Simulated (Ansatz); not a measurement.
# In3GaP4: the band gap up the ladder of functionals

An exercise on one series of results from a longer session: the logs are not shown, and one member is left open.

The runs shown are made with Ansatz 0.2.0. PAW datasets, plane waves. (Calculated; spin-unpolarised; the phase may be known or hypothetical.)

**Starting point**

The cell was relaxed beforehand with r2SCAN.

It is monoclinic, Cm (No. 8); a = 13.587 Å, b = 4.092 Å, c = 7.103 Å, β = 99.9° in the conventional setting, 24.31 Å³ an atom. Ga has 4 P at 2.37–2.43 Å; In has 4 P at 2.55–2.59 Å; In has 4 P at 2.52–2.56 Å; In has 4 P at 2.53–2.56 Å; P has 2 Ga at 2.43 Å and 2 In at 2.56–2.59 Å.

Coordinates:

```
CELL_PARAMETERS angstrom
6.79374 -2.04582 0.00591
6.79374 2.04582 0.00591
-1.22915 0.00000 6.99572
ATOMIC_POSITIONS crystal
Ga 0.00015 0.00015 0.99905
In 0.49986 0.49986 0.49979
In 0.25226 0.25226 0.75613
In 0.74718 0.74718 0.24372
P 0.55611 0.55611 0.16984
P 0.06139 0.06139 0.70336
P 0.82336 0.82336 0.94163
P 0.30969 0.30969 0.43647
```

The first run:

The input, input.yaml:

```yaml
crystal:
  lattice:
    - [6.793744903, -2.0458243232, 0.0059088028]
    - [6.793744903, 2.0458243232, 0.0059088028]
    - [-1.2291474141, 0.0, 6.9957180018]
  atoms:
    - { symbol: Ga, position: [0.0001543397, 0.0001543397, -0.0009497677] }
    - { symbol: In, position: [0.4998570162, 0.4998570162, 0.4997891526] }
    - { symbol: In, position: [0.2522586018, 0.2522586018, 0.7561327617] }
    - { symbol: In, position: [0.7471764829, 0.7471764829, 0.24371607] }
    - { symbol: P, position: [0.556105893, 0.556105893, 0.1698431357] }
    - { symbol: P, position: [0.0613942918, 0.0613942918, 0.7033637954] }
    - { symbol: P, position: [0.8233593847, 0.8233593847, 0.9416332088] }
    - { symbol: P, position: [0.30969399, 0.30969399, 0.4364716436] }
kpoints:
  mp_grid: { grid: [6, 6, 4] }
  band_path:
    path:
      - [[0.0, 0.0, 0.0], [-0.2733630529558, 0.2733630529558, -7.447919286448e-18]]
      - [[0.2733630529558, 0.7266369470442, 5.791146187761e-17], [0.5, 0.5, 7.336303385029e-17], [0.0, 0.0, 0.0], [0.5, 0.5, -0.5], [0.2656673385553, 0.7343326614447, -0.5]]
      - [[-0.2656673385553, 0.2656673385553, -0.5], [8.14266934682e-20, 8.709279778783e-20, -0.5], [0.0, 0.0, 0.0]]
      - [[-6.535755175735e-17, 0.5, -0.5], [0.0, 0.0, 0.0], [-6.340082286358e-17, 0.5, 2.012085682363e-17]]
    npoints: 10
hamiltonian:
  xc: pbe
scf:
  occupations: { method: fermi_dirac, width: 0.02 }
  n_extra_bands: 6
output:
  forces: true
  stress: true
  eigenvalues: true
```

On the command line:

```
$ ansatz run input.yaml --threads 4 --pin off --max-ram 6451MiB --backend cpu --events-out ev --progress --plain --runs-dir out
```

Steps of the session up to this table: PBE bands along the symmetry lines; r2SCAN at the same geometry; HSE06 at the same geometry; Single point with PBE+SOC; PBE0 at the same geometry.

One of the session's tables, all rows but one given; the rest of the session is left out.

```
  level  gap (eV)
    PBE      0.67
 r2SCAN      1.09
  HSE06      1.48
PBE+SOC         ?
   PBE0      2.12
```

Estimate the missing values for PBE+SOC.

**Answer.** gap (eV): 0.65. In the column «gap (eV)» it is the lowest.

Meshes: PBE 6×6×4, r2SCAN 6×6×4, HSE06 4×4×2, PBE+SOC 6×6×4, PBE0 4×4×2

What this shows: PBE+SOC gives the least gap, 0.65 eV, and PBE0 the largest, 2.12 eV. PBE reaches 45 % of the HSE06 value, and r2SCAN 74 %. PBE0 lies 0.64 eV above HSE06, which differs from it by screening the long-range exchange.

Limits of these values: Warnings in the runs' records: stress exchange threshold loose, stress scf threshold loose.
